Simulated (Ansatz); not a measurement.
# C₂H₃ClGe: one species, many methods

How much do the methods differ for C₂H₃ClGe? The plan is to run it at one geometry with functionals of several rungs and with coupled cluster. The yardstick is the atomisation energy at the CCSD(T) limit.

Computed with Ansatz 0.2.0, Gaussian basis. Level: functionals in def2-TZVPP, the program's frozen cores in correlated methods.

Plan: LDA (SPW92), PBE-D4, revPBE-D4, BLYP-D4, r2SCAN-D4, B97M-V, PBE0-D4, B3LYP-D4, r2SCANh-D4, r2SCAN0-D4, HSE06-D4, BHLYP-D4, CAM-B3LYP-D4, LC-ωPBE, ωB97X-V, ωB97M-V, B2PLYP, PBE-QIDH; CCSD(T)/def2-SVP; CCSD(T)/def2-TZVPP; MP2/def2-QZVPP; extrapolation to the limit; RPA on PBE.

## Step 1: Structure used throughout

All runs share one geometry, relaxed beforehand with PBE0-D4 in a triple-zeta def2 set.

SMILES `C#[C][GeH2][Cl]`, 7 atoms, charge 0, spin multiplicity 1.

Atoms are counted from 1 here; the program's logs count them from 0.

Bond lengths: C1–C2 1.204 Å, C1–H5 1.066 Å, C2–Ge3 1.891 Å, Ge3–Cl4 2.150 Å, Ge3–H6 1.529 Å, Ge3–H7 1.529 Å. Angles: C2–C1–H5 179.7°, C1–C2–Ge3 179.2°, C2–Ge3–Cl4 107.9°, C2–Ge3–H6 110.3°, C2–Ge3–H7 110.3°, Cl4–Ge3–H6 107.4°, Cl4–Ge3–H7 107.4°, H6–Ge3–H7 113.3°.

## Step 2: LDA

This LDA is Slater exchange with PW92 correlation.

Input file in.yaml:

```yaml
crystal:
  periodic: [false, false, false]
  atoms:
    - {symbol: C, position_ang: [1.207128, -1.477604, 0.742451]}
    - {symbol: C, position_ang: [0.532663, -0.574165, 0.318736]}
    - {symbol: Ge, position_ang: [-0.508966, 0.860252, -0.338412]}
    - {symbol: Cl, position_ang: [-2.237205, 0.030507, -1.312735]}
    - {symbol: H, position_ang: [1.800439, -2.281102, 1.115519]}
    - {symbol: H, position_ang: [-1.008198, 1.727170, 0.818451]}
    - {symbol: H, position_ang: [0.275339, 1.646843, -1.389710]}
basis:
  gaussian: {orbitals: def2-TZVPP}
hamiltonian: {xc: lda}
output: {orbitals: {seedname: orbitals}}
```

After this run come: PBE-D4 (GGA); revPBE-D4 (GGA); BLYP-D4 (GGA); r2SCAN-D4 (meta-GGA); B97M-V (meta-GGA); PBE0-D4 (hybrid); B3LYP-D4 (hybrid); r2SCANh-D4 (hybrid); r2SCAN0-D4 (hybrid); HSE06-D4 (hybrid); BHLYP-D4 (hybrid); CAM-B3LYP-D4 (range-separated); LC-ωPBE-D4 (range-separated); ωB97X-V (range-separated); ωB97M-V (range-separated); B2PLYP (double hybrid); PBE-QIDH (double hybrid); CCSD(T) in def2-SVP; CCSD(T) in def2-TZVPP; MP2 in def2-QZVPP; RPA on PBE orbitals.

**Question.** What will the summary of the whole plan be? Wanted: atomisation energy, CCSD(T)/CBS; farthest beyond LDA; mean size of error, GGA; mean size of error, meta-GGA; mean size of error, hybrid; mean size of error, range-separated; mean size of error, double hybrid; gap, smallest and largest; T1 diagnostic.

**Answer**, as computed:

| quantity | value |
| --- | --- |
| atomisation energy, CCSD(T)/CBS | 26.086 eV |
| functionals within 0.261 eV (1.0 %) | r2SCAN-D4, B97M-V, PBE0-D4, r2SCANh-D4, HSE06-D4, CAM-B3LYP-D4, ωB97X-V, ωB97M-V, PBE-QIDH |
| farthest beyond LDA | BHLYP-D4 (-1.010 eV) |
| mean size of error, GGA | 0.334 eV |
| mean size of error, meta-GGA | 0.101 eV |
| mean size of error, hybrid | 0.330 eV |
| mean size of error, range-separated | 0.156 eV |
| mean size of error, double hybrid | 0.192 eV |
| gap, smallest and largest | 5.38 eV (LDA (SPW92)), 12.72 eV (LC-ωPBE) |
| T1 diagnostic | 0.0113 |
| triples share of the correlation energy | 4.4 % |

What this shows: The LDA atomisation energy is off by 3.709 eV (14 %): it overbinds. PBE-D4 misses by +0.452 eV. Double hybrids carry the basis error of their MP2 part in triple zeta, and no dispersion term here, so their miss is partly the set-up's. The rungs meta-GGA, range-separated, double hybrid miss on average by less than the doubt on the reference (0.261 eV), so they tie. The reference freezes the cores and leaves out relativity and excitations past (T), and its outer-core shells are covered unevenly, so misses under about 0.261 eV can't be ranked. Hartree-Fock recovers 72 % of the binding; the rest is correlation. CCSD(T) in def2-SVP is off by -1.505 eV, worse than the median functional, from the basis alone. The gap grows from 5.4 to 12.7 eV across the functionals, mostly with the share of exact exchange. Correlated methods include outer-core shells of Ge, which these sets cover unevenly.
